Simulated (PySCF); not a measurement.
# I4La (La(I)4-): the cost of one run

Method: several levels, as the steps say, no spin–orbit coupling; program: PySCF 2.14.0.

1 further run of the same task is left out (for a known fault of the program). Runs told in other sessions of the task aren't counted.

## 1. Starting geometry

5 atoms, charge -1, spin multiplicity 1.

Bond lengths: La1–I2 3.050 Å, La1–I3 3.050 Å, La1–I4 3.050 Å, La1–I5 3.050 Å. Angles: I2–La1–I3 109.5°, I2–La1–I4 109.5°, I2–La1–I5 109.5°, I3–La1–I4 109.5°, I3–La1–I5 109.5°, I4–La1–I5 109.5°.

As a file:

```xyz
5
charge -1, multiplicity 1
La    0.0000    0.0000    0.0000
I     1.7611    1.7611    1.7611
I    -1.7611   -1.7611    1.7611
I     1.7611   -1.7611   -1.7611
I    -1.7611    1.7611   -1.7611
```

Formal oxidation states: La +3. An earlier session relaxed this geometry at PBE0, La def2-SVP with ECP46, I def2-SVP with ECP28 (singlet, point group Td).

At PBE0 on the finer grid: E = -1222.880493 Eh, HOMO -4.02 eV, LUMO 1.83 eV, Mulliken charge on La1 +0.86 e, largest force component 0.010 eV/Å. 

Levels to run: M06-L; TPSS; PBE0, TZVP. Hardware: 4 threads of Intel Xeon 6975P-C (Granite Rapids), shared host.

## 2. M06-L

Contents of run.py (the lines that set the calculation):

```python
mol = gto.M(atom='''
La     0.00000     0.00000     0.00000
I      1.76110     1.76110     1.76110
I     -1.76110    -1.76110     1.76110
I      1.76110    -1.76110    -1.76110
I     -1.76110     1.76110    -1.76110''',
    basis={'La': 'def2-SVP', 'I': 'def2-SVP'},
    ecp={'La': 'def2-SVP', 'I': 'def2-SVP'},
    charge=-1, spin=0)
mf = dft.RKS(mol, xc='M06L')
mf.grids.atom_grid = (75, 302)  # f atoms: unpruned, at least (60, 302)
mf = mf.density_fit()  # fitting sets: La def2-universal-JKFIT, I def2-universal-JKFIT
mf.conv_tol = 1e-08; mf.max_cycle = 55
mf.kernel(dm0)  # dm0: the density of the relaxed state
```

Started as:

```console
$ OMP_NUM_THREADS=4 python run.py
```

**Question.** How long does this run take on 4 threads of Intel Xeon 6975P-C (Granite Rapids), shared host?

About 7.3 s.
